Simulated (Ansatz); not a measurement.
# C₂H₇InSe: how energies converge with the basis set

The task here is to estimate one member of a computed series from the others.

Program: Ansatz 0.2.0, Gaussian basis. Level of theory: one geometry, several basis sets. These are calculated values, not measurements.

Plan: PBE0-D4/def2-SVP; ωB97M-V/def2-SVP; PBE0-D4/def2-QZVPP; ωB97M-V/def2-QZVPP; the functionals' def2-TZVPP values are taken from earlier runs.

## The relaxed structure

All runs share one geometry, relaxed beforehand with PBE0-D4 in a triple-zeta def2 set. In takes the def2 core potential; no spin-orbit term is included.

11 atoms, charge 0, spin multiplicity 1.

Atoms are counted from 1 here; the program's logs count them from 0.

Bond lengths: C1–In2 2.148 Å, C1–H5 1.089 Å, C1–H6 1.092 Å, C1–H7 1.091 Å, In2–C3 2.148 Å, In2–Se4 2.530 Å, C3–H8 1.090 Å, C3–H9 1.091 Å, C3–H10 1.092 Å, Se4–H11 1.469 Å. Angles: In2–C1–H5 110.5°, In2–C1–H6 109.9°, In2–C1–H7 110.0°, H5–C1–H6 109.1°, H5–C1–H7 109.2°, H6–C1–H7 108.1°, C1–In2–C3 130.7°, C1–In2–Se4 113.9°, C3–In2–Se4 115.4°, In2–C3–H8 111.4°, In2–C3–H9 109.8°, In2–C3–H10 109.1°, H8–C3–H9 109.4°, H8–C3–H10 108.8°, H9–C3–H10 108.3°, In2–Se4–H11 92.9°.

The first run:

The input, in.yaml:

```yaml
crystal:
  periodic: [false, false, false]
  atoms:
    - {symbol: C, position_ang: [0.999973, 1.759064, -0.793460]}
    - {symbol: In, position_ang: [0.161422, -0.130735, -0.212668]}
    - {symbol: C, position_ang: [-1.281098, -0.616609, 1.303128]}
    - {symbol: Se, position_ang: [1.048116, -2.095272, -1.537446]}
    - {symbol: H, position_ang: [1.696013, 1.629654, -1.621413]}
    - {symbol: H, position_ang: [1.528201, 2.206329, 0.050604]}
    - {symbol: H, position_ang: [0.205021, 2.442396, -1.097433]}
    - {symbol: H, position_ang: [-1.840855, 0.265054, 1.615903]}
    - {symbol: H, position_ang: [-1.972634, -1.370572, 0.925590]}
    - {symbol: H, position_ang: [-0.762461, -1.029994, 2.170539]}
    - {symbol: H, position_ang: [0.218302, -3.059324, -0.803335]}
basis:
  gaussian: {orbitals: def2-SVP}
hamiltonian: {xc: pbe0, dispersion: d4}
output: {orbitals: {seedname: orbitals}}
```

Started as:

```
> ansatz run in.yaml --threads 4 --pin off --events-out ev --progress --plain --max-ram 10444MiB
```

Steps of the session up to this table: PBE0-D4 in def2-SVP; ωB97M-V in def2-SVP; PBE0-D4 in def2-QZVPP; ωB97M-V in def2-QZVPP.

One table of the session follows, with a row left open; its other results are not shown here.

It belongs to the step «Functionals by basis». 

| functional | basis | HOMO (eV) |
| --- | --- | --- |
| PBE0-D4 | def2-SVP | -6.61 |
| PBE0-D4 | def2-TZVPP | -6.73 |
| PBE0-D4 | def2-QZVPP | -6.75 |
| ωB97M-V | def2-SVP | ? |
| ωB97M-V | def2-TZVPP | -8.87 |
| ωB97M-V | def2-QZVPP | -8.89 |

**Question.** Estimate the row for ωB97M-V, def2-SVP.

**Answer.** HOMO (eV): -8.73. In the column «HOMO (eV)» it lies between ωB97M-V, def2-TZVPP (-8.87) and PBE0-D4, def2-QZVPP (-6.75).
